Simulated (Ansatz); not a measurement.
MoS₂, space group P-6m2, a relaxation of cell and ions

Run with Ansatz 0.2.0 through its Python package.

The script, `mos2_vcrelax.py`:
```python
# -*- coding: utf-8 -*-
"""Variable-cell relaxation of MoS2."""

from collections import Counter
from pathlib import Path
import logging
import sys

import ansatz as az
from ase import Atoms
from ase.io import write
from ase.neighborlist import neighbor_list
import numpy as np
from pymatgen.core import Structure
from pymatgen.core import Lattice, Structure
from pymatgen.io.ase import AseAtomsAdaptor

logging.basicConfig(stream=sys.stdout, format="%(levelname)s:%(name)s:%(message)s")
log = logging.getLogger("ansatz_job")
log.setLevel(logging.INFO)

def edges_and_angles(cell):
    cell = np.asarray(cell)
    a, b, c = np.linalg.norm(cell, axis=1)
    cosines = cell[1] @ cell[2] / (b * c), cell[0] @ cell[2] / (a * c), cell[0] @ cell[1] / (a * b)
    return (a, b, c, *np.degrees(np.arccos(cosines)))

pmg_structure = Structure(
    Lattice([(3.18412608, 0.0, 0.0), (-1.59206304, 2.75753408, 0.0), (0.0, 0.0, 17.33459995)]),
    ["Mo", "S", "S"],
    [
        (0.0, 0.0, 0.0),
        (1 / 3, 2 / 3, 0.08949298),
        (1 / 3, 2 / 3, 0.91050702),
    ],
)
xtal = az.Crystal.from_ase(AseAtomsAdaptor.get_atoms(pmg_structure))

# every cell quantity that the symmetry leaves free
job = (
    xtal.calculation()
    .pseudopotentials("paw")
    .kpoints(mesh=(12, 12, 2))
    .occupations("Fermi-Dirac", width=50 * az.meV)
    .basis(450)
    .functional("pbesol")
    .relax(max_steps=30, cell=True, stress_tolerance=0.01)
    .density()
    .potential()
    .electron_localization_function()
    .output_files(volumetric_format="npy")
)
steps = []


def collect(event):
    if event["event"] == "relax_step":
        steps.append(event["data"])


done = job.session().plan().execute(on_event=collect)
data = done.report
log.info("step   energy (eV)     max comp. (eV/A)   P (GPa)  SCF")
for s in steps:
    log.info(f"{s['step']:4d} {s['lagrangian_ev']:15.5f} {s['allowed_force_max_ev_ang']:12.4f} {s['pressure_gpa']:10.3f} {s['n_scf']:5d}")

first, last = steps[0], steps[-1]
symbols = [site.symbol for site in done.lattice.sites]
log.info(f"energy gained {first['lagrangian_ev'] - last['lagrangian_ev']:.4f} eV in {len(steps) - 1} steps")
for label, vectors in (("before", first["cell_ang"]), ("after", done.lattice.cell_ang)):
    print(label, "a b c (A) {:.4f} {:.4f} {:.4f}  angles {:.2f} {:.2f} {:.2f}".format(*edges_and_angles(vectors)), f" V = {abs(np.linalg.det(vectors)):.3f} A^3")
print("final stress xx yy zz (GPa, compression positive):", np.round(np.diag(data["stress_gpa"]), 3) + 0.0)

final = Atoms(symbols, positions=last["positions_ang"], cell=done.lattice.cell_ang, pbc=True)
i, j, d = neighbor_list("ijd", final, 4.5)
log.info("neighbours within 1.1 times the shortest distance of each atom (A)")
for atom in range(len(final)):
    near = [m for m in np.argsort(d) if i[m] == atom]
    shell = [m for m in near if d[m] < 1.1 * d[near[0]]]
    print(f"{symbols[atom]}{atom} ({len(shell)}):", ", ".join(f"{symbols[j[m]]} {d[m]:.3f}" for m in shell))

change = np.array(last["positions_ang"]) @ np.linalg.inv(last["cell_ang"]) - np.array(first["positions_ang"]) @ np.linalg.inv(first["cell_ang"])
moved = np.linalg.norm(change @ np.array(last["cell_ang"]), axis=1)
print("displacement within the cell, strain taken out (A):", " ".join(f"{s}:{d:.3f}" for s, d in zip(symbols, moved)))

relaxed = Atoms(symbols, positions=[site.position_ang for site in done.lattice.sites], cell=done.lattice.cell_ang, pbc=True)
write("relaxed.vasp", relaxed, format="vasp")

log.info("%-22s %14.5f eV" % ("F = E - TS", data["free_energy_ev"]))
log.info("%-22s %14.5f eV" % ("E", data["internal_energy_ev"]))
log.info("%-22s %14.5f eV" % ("Harris-Foulkes", data["harris_foulkes_ev"]))
log.info("%-22s %14.5f eV" % ("Fermi level", data["fermi_energy_ev"]))

final = Structure(done.lattice.cell_ang, [s.symbol for s in done.lattice.sites], [s.position_frac for s in done.lattice.sites])
# first shell of each atom, within 15 % of its shortest distance
for index, site in enumerate(final):
    near = final.get_neighbors(site, 4.5)
    edge = 1.15 * min(n.nn_distance for n in near)
    shell = Counter((round(n.nn_distance, 2), n.specie.symbol) for n in near if n.nn_distance < edge)
    print(f"{index:2d} {site.specie.symbol:2s}", ", ".join(f"{count} {symbol} at {d:.2f}" for (d, symbol), count in sorted(shell.items())))

folder = Path(done.write_results("fields"))
log.info("densities in e/A^3, potentials in eV, ELF without unit")
for name in sorted(p.name for p in folder.glob("*.npy")):
    field = np.load(folder / name)
    log.info(f"{name:16s} {str(field.shape):16s} min {field.min():10.4f}  mean {field.mean():10.4f}  max {field.max():10.4f}")
```

```console
$ python mos2_vcrelax.py
RunWarning: The output density's exchange-correlation potential varies sharply where the density is thin. Do not read a vacuum level from v_tot or v_xc, or from such a field of the output density. On [...]
INFO:ansatz_job:step   energy (eV)     max comp. (eV/A)   P (GPa)  SCF
INFO:ansatz_job:   1     -6670.12398       0.1483     -1.153     7
INFO:ansatz_job:   2     -6670.13447       0.1770      0.234     6
INFO:ansatz_job:   3     -6670.14269       0.0009     -0.023     6
INFO:ansatz_job:   4     -6670.14270       0.0002     -0.001     6
INFO:ansatz_job:   5     -6670.14259       0.0001     -0.001     7
INFO:ansatz_job:energy gained 0.0186 eV in 4 steps
before a b c (A) 3.1841 3.1841 17.3346  angles 90.00 90.00 120.00  V = 152.204 A^3
after a b c (A) 3.1405 3.1405 17.3369  angles 90.00 90.00 120.00  V = 148.082 A^3
final stress xx yy zz (GPa, compression positive): [-0.001 -0.001  0.   ]
INFO:ansatz_job:neighbours within 1.1 times the shortest distance of each atom (A)
Mo0 (6): S 2.391, S 2.391, S 2.391, S 2.391, S 2.391, S 2.391
S1 (3): Mo 2.391, Mo 2.391, Mo 2.391
S2 (3): Mo 2.391, Mo 2.391, Mo 2.391
displacement within the cell, strain taken out (A): Mo:0.000 S:0.007 S:0.007
INFO:ansatz_job:F = E - TS                -6670.14259 eV
INFO:ansatz_job:E                         -6670.14259 eV
INFO:ansatz_job:Harris-Foulkes            -6670.14259 eV
INFO:ansatz_job:Fermi level                   0.76381 eV
 0 Mo 6 S at 2.39
 1 S  3 Mo at 2.39
 2 S  3 Mo at 2.39
INFO:ansatz_job:densities in e/A^3, potentials in eV, ELF without unit
INFO:ansatz_job:elf.npy          (24, 24, 120)    min     0.0000  mean     0.1624  max     0.9517
INFO:ansatz_job:rho.npy          (24, 24, 120)    min    -0.0002  mean     0.1756  max     6.5908
INFO:ansatz_job:v_es.npy         (24, 24, 120)    min   -94.4655  mean     1.7467  max     5.8319
INFO:ansatz_job:v_es_of_output_density.npy (24, 24, 120)    min   -94.4655  mean     1.7467  max     5.8319
INFO:ansatz_job:v_tot.npy        (24, 24, 120)    min  -121.3367  mean    -2.7502  max     5.9064
INFO:ansatz_job:v_tot_of_output_density.npy (24, 24, 120)    min  -121.3385  mean    -2.7502  max     5.9772
```
(Warnings from the package without file and line, shortened.)

It writes `relaxed.vasp`:
```text
Mo S
 1.0000000000000000
     3.1405156907525438    0.0000000000000000    0.0000000000000000
    -1.5702578453762719    2.7197663691753373    0.0000000000000000
     0.0000000000000000    0.0000000000000000   17.3368586703290291
 Mo  S
   1   2
Cartesian
  0.0000000000000000  0.0000000000000000  0.0000000000000000
  0.0000000000000002  1.8131775794502247  1.5583846471839646
  0.0000000000000002  1.8131775794502247 15.7784740231450655
```

Caveats:
- Total energies depend on the potentials; only differences at equal settings carry meaning. A total without «per atom» is that of the cell as typed.
- No spin polarisation was allowed.
- The cell holds layers, chains or clusters in vacuum, no bulk phase; its stress is averaged over the vacuum too and scales with the cell's height.
- An absolute Fermi energy rests on an arbitrary zero of the periodic potential and has no direct meaning.
- Energies along a relaxation are free energies. Rows at an unchanged volume are solved on a plane-wave basis chosen afresh for that cell, so the energy jumps there and such rows are no steps of the walk.
- The structure is layered, and without a dispersion term the spacing of the layers is poorly determined.
- An opening on this mesh may only mean that it misses a point where bands touch.
- Points of the mesh across the vacuum add cost only.
- Grid values close to the nuclei reflect the PAW or pseudopotential construction, not the all-electron fields.
- The structure comes from a database of computed cells and needn't be a stable or known phase.
- Run time: 41 s on 1 thread of Intel(R) Xeon(R) Processor @ 2.30GHz (shared host), peak memory 0.68 GiB.
